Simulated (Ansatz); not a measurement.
**Co: pressure up to the limit of the methods**

One table from this session's results is given with a row withheld; the runs are named, their logs left out.

Method: DFT LDA, with the methods named in each step, in Ansatz 0.2.0.

2 further runs of the same task are left out: 1 that didn't finish, 1 set aside as unsound or not needed. Runs told in other sessions of the task aren't counted.

### Starting point

Symmetry: Pm-3m, No. 221, cubic system. Conventional cell: a = 2.211 Å, b = 2.211 Å, c = 2.211 Å, α = 90.00°, β = 90.00°, γ = 90.00°. Co (site symmetry m-3m) is surrounded by 6 Co at 2.21 Å.

As a file:

```cif
data_structure
_symmetry_space_group_name_H-M 'Pm-3m'
_symmetry_Int_Tables_number 221
_cell_length_a 2.2111
_cell_length_b 2.2111
_cell_length_c 2.2111
_cell_angle_alpha 90.000
_cell_angle_beta 90.000
_cell_angle_gamma 90.000
_cell_volume 10.81
loop_
_atom_site_label
_atom_site_type_symbol
_atom_site_symmetry_multiplicity
_atom_site_Wyckoff_symbol
_atom_site_fract_x
_atom_site_fract_y
_atom_site_fract_z
_atom_site_occupancy
Co1 Co 1 a 0.00000 0.00000 0.00000 1
```

The file gives the conventional cell by its symmetry; the runs use the cell typed in the input.

Whether this phase is the stable one at these pressures isn't tested.

Set-up of the first run:

input.yaml

```yaml
crystal:
  lattice:
    - [2.211081826, 0.0, 0.0]
    - [0.0, 2.211081826, 0.0]
    - [0.0, 0.0, 2.211081826]
  atoms:
    - { symbol: Co, position: [0.0, 0.0, 0.0], spin: 1.7 }
magnetization:
  spin_polarized: true
kpoints:
  mp_grid: { grid: [17, 17, 17] }
scf:
  occupations: { method: fermi_dirac, width: 0.05 }
hamiltonian:
  xc: lda
  pseudopotentials: { kind: paw }
output:
  forces: true
  stress: true
  write_density: true
  write_potential: true
  elf: true
  volumetric_format: npy
relax:
  f_tol: 0.005
  max_steps: 40
  cell: {}
```

Command:

```console
$ ansatz run input.yaml --threads 1 --pin off --max-ram 3072MiB --backend cpu --events-out ev --progress --plain --runs-dir out
```

Among the steps run: Cell relaxed at zero pressure, PAW; More of the same log: cell relaxed at zero pressure; Volume scaled by 1, PAW; Volume scaled by 0.95, PAW; Volume scaled by 0.85, PAW; Volume scaled by 0.75, PAW; Volume scaled by 0.65, PAW; Volume scaled by 0.55, PAW; Volume scaled by 0.45, PAW; Volume scaled by 0.45, PAW (source ansatz); Volume scaled by 0.4, PAW.

One table of the session follows, with a row left open; its other results are not shown here.

| method | volume over the first | volume (Å³/atom) | pressure (GPa) | moment Co (μB) |
| --- | --- | --- | --- | --- |
| PAW | 1 | 11.473 | 0.02 | 1.52 |
| PAW | 0.95 | 10.900 | 11.07 | 1.44 |
| PAW | 0.85 | ? | ? | ? |
| PAW | 0.75 | 8.605 | 98.89 | 0.00 |
| PAW | 0.65 | 7.458 | 216.34 | 0.00 |
| PAW | 0.55 | 6.310 | 447.11 | 0.00 |
| PAW | 0.45 | 5.163 | 934.20 | 0.00 |
| PAW | 0.4 | 4.589 | 1379.48 | 0.00 |
| PAW (source ansatz) | 0.45 | 5.163 | 939.39 | 0.00 |

Estimate the missing values for PAW, 0.85.

The run gave: volume (Å³/atom): 9.752; pressure (GPa): 46.06; moment Co (μB): 1.29. In the column «volume (Å³/atom)» it lies between PAW, 0.75 (8.605) and PAW, 0.95 (10.900).

Limits of these values: At pressures up to 1379 GPa the PAW spheres may overlap and frozen cores may not hold, so those PAW values are rough without an all-electron check. Warnings in the runs' records: seeded moment not kept.
